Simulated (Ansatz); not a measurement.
# CH2AlBrClI: the cost of one run

Computed with Ansatz 0.2.0, driven from Python. Level of theory: Hartree-Fock/def2-SVP.

### 1 The system

Bond lengths: Al1–C2 1.961 Å, C2–Cl3 1.806 Å, C2–Br4 1.956 Å, C2–I5 2.139 Å, Al1–H6 1.674 Å, Al1–H7 1.569 Å. Angles: Al1–C2–Cl3 110.4°, Al1–C2–Br4 108.6°, Al1–C2–I5 110.0°, Cl3–C2–Br4 111.3°, Cl3–C2–I5 109.3°, Br4–C2–I5 107.2°, C2–Al1–H6 118.2°, C2–Al1–H7 123.2°, H6–Al1–H7 118.6°.

No structure file is read: the coordinates are typed or built in the script.

### 2 Script

ch2albrcli.py reads:

```python
"""Energy of CH2AlBrClI as one group turns about a bond."""

import logging
import sys
import warnings

import ansatz as az
from ase import Atoms

logging.basicConfig(stream=sys.stdout, format="%(levelname)s %(message)s")
log = logging.getLogger("ansatz_job")
log.setLevel(logging.INFO)


def main() -> None:
    warnings.simplefilter("ignore", az.DeckWarning)

    atoms = Atoms(["Al", "C", "Cl", "Br", "I", "H", "H"], positions=[
        (-0.5138, 0.4434, 0.9363),
        (0.3059, -0.3821, -0.642),
        (-0.9458, -0.7157, -1.9007),
        (1.2116, -2.0243, -0.0871),
        (1.7968, 0.9188, -1.4556),
        (-1.3229, 1.8957, 0.7384),
        (-0.4707, -0.2037, 2.3649),
    ])

    # relax first, so that the scan starts from a minimum
    first = (
        az.Crystal.molecule_from_ase(atoms).calculation()
        .basis(gaussian="def2-SVP")
        .functional("hf")
        .relax(force_tolerance=0.02, max_steps=80)
    )
    atoms.positions = first.run(threads=1).report["positions_ang"]

    start = atoms.get_dihedral(2, 1, 0, 5)
    energies = {}
    for turn in range(0, 360, 30):
        turned = atoms.copy()
        turned.set_dihedral(2, 1, 0, 5, start + turn, indices=[0, 5, 6])
        model = (
            az.Crystal.molecule_from_ase(turned).calculation()
            .basis(gaussian="def2-SVP")
            .functional("hf")
        )
        energies[round((start + turn) % 360)] = model.run(threads=1).report["free_energy_ev"]
    floor = min(energies.values())
    log.info("dihedral Cl2-C1-Al0-H5 (deg)   E - E(min) (kJ/mol)")
    for angle, e in sorted(energies.items()):
        log.info(f"{angle:8d} {96.485332 * (e - floor):14.3f}  " + "#" * int(30 * (e - floor) / max(max(energies.values()) - floor, 1e-9)))


if __name__ == "__main__":
    main()
```

### 3 The calls as engine input

The package turns the script's settings into the engine's input (first run):

```yaml
crystal:
  periodic: [false, false, false]
  atoms:
    - { symbol: Al, position_ang: [-0.5138, 0.4434, 0.9363] }
    - { symbol: C, position_ang: [0.3059, -0.3821, -0.642] }
    - { symbol: Cl, position_ang: [-0.9458, -0.7157, -1.9007] }
    - { symbol: Br, position_ang: [1.2116, -2.0243, -0.0871] }
    - { symbol: I, position_ang: [1.7968, 0.9188, -1.4556] }
    - { symbol: H, position_ang: [-1.3229, 1.8957, 0.7384] }
    - { symbol: H, position_ang: [-0.4707, -0.2037, 2.3649] }
basis:
  gaussian:
    orbitals: def2-SVP
hamiltonian:
  xc: hf
relax:
  f_tol: 0.02
  max_steps: 80
```

### 4 The run

Started as:

```
$ python ch2albrcli.py
```

**Question.** How long does this script take on 1 thread of Arm Neoverse V2, shared host, and how much memory does it need?

About 2.2 min, with a peak of 0.41 GiB.
